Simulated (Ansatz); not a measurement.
**CH4GeN (doublet): B2PLYP, PBE-QIDH, RPA-PBE over a scan of the distance Ge1–H5 along a hydrogen transfer, cc-pVDZ**

An exercise on one series of results from a longer session: the logs are not shown, and one member is left open.

The runs use Ansatz 0.2.0, Gaussian basis; cc-pVDZ, all electrons in the functionals, frozen cores in the correlation of double hybrids and RPA.

The runs, in order: B2PLYP, PBE-QIDH, RPA-PBE, at 1.534 Å; 1.632 Å; 1.828 Å; 2.023 Å; 2.219 Å.

## The geometry

The geometry derives from fragments relaxed apart (PBE0/def2-TZVP) and kept rigid, so it is no stationary point. A hydrogen atom is moved between rigid fragments. No spin-orbit coupling is included. The filled d shell of Ge may be among the frozen orbitals whatever the setting's name suggests; the logs give the count.

7 atoms, charge 0, spin multiplicity 2.

Atoms are counted from 1 here; the program's logs count them from 0.

Bond lengths: Ge1–H2 1.534 Å, Ge1–H3 1.534 Å, Ge1–H4 1.534 Å, Ge1–H5 1.534 Å, N6–C7 1.160 Å. Angles: H2–Ge1–H3 109.5°, H2–Ge1–H4 109.5°, H2–Ge1–H5 109.5°, H3–Ge1–H4 109.5°, H3–Ge1–H5 109.5°, H4–Ge1–H5 109.5°.

Coordinates:

```xyz
7
CH4GeN
Ge   -0.9966    0.0000    0.0000
H    -1.5081    1.4466    0.0000
H    -1.5081   -0.7233    1.2528
H    -1.5081   -0.7233   -1.2528
H     0.5377    0.0000    0.0000
N     3.4725    0.0000    0.0000
C     2.3124    0.0000    0.0000
```

No dispersion term is added.

The geometry shown and the zero of energy belong to the point 1.534 Å. The yardstick, UCCSDT(Q), and other wave-function levels (R restricted, U unrestricted, valence and pair active spaces) come from earlier runs.

Set-up of the first run:

Input file in.yaml:

```yaml
crystal:
  periodic: [false, false, false]
  atoms:
    - {symbol: Ge, position_ang: [-0.996605, 0.000000, 0.000000]}
    - {symbol: H, position_ang: [-1.508055, 1.446599, 0.000000]}
    - {symbol: H, position_ang: [-1.508055, -0.723300, 1.252792]}
    - {symbol: H, position_ang: [-1.508055, -0.723299, -1.252792]}
    - {symbol: H, position_ang: [0.537745, 0.000000, 0.000000]}
    - {symbol: N, position_ang: [3.472479, 0.000000, 0.000000]}
    - {symbol: C, position_ang: [2.312395, 0.000000, 0.000000]}
basis:
  gaussian: {orbitals: cc-pVDZ}
magnetization: {spin_polarized: true, initial_magnetization: 1}
hamiltonian: {xc: {name: B2PLYP}}
correlation: {electrons: outside_noble_gas}
```

Run with:

```
> ansatz run in.yaml --threads 1 --pin off --events-out ev --progress --plain --max-ram 3968MiB --backend cpu
```

Among the steps run: B2PLYP, 1.534 Å; B2PLYP, 1.632 Å; B2PLYP, 1.828 Å; B2PLYP, 2.023 Å; B2PLYP, 2.219 Å; PBE-QIDH, 1.534 Å; PBE-QIDH, 1.632 Å; PBE-QIDH, 1.828 Å; PBE-QIDH, 2.023 Å; PBE-QIDH, 2.219 Å; RPA-PBE, 1.534 Å; RPA-PBE, 1.632 Å; RPA-PBE, 1.828 Å; RPA-PBE, 2.023 Å; RPA-PBE, 2.219 Å.

One table of the session follows, with a row left open; its other results are not shown here.

It belongs to the step «The comparison». 

```
    level  1.632 Å  1.828 Å  2.023 Å  2.219 Å
UCCSDT(Q)   -0.095   -0.362   -0.944   -1.397
   B2PLYP        ?        ?        ?        ?
 PBE-QIDH   -0.129   -0.463   -1.089   -1.568
  RPA-PBE   -0.108   -0.356   -0.897   -1.328
```

Estimate the missing values for B2PLYP.

As computed: 1.632 Å: -0.125; 1.828 Å: -0.424; 2.023 Å: -0.996; 2.219 Å: -1.440. In the column «1.632 Å» it lies between PBE-QIDH (-0.129) and RPA-PBE (-0.108).
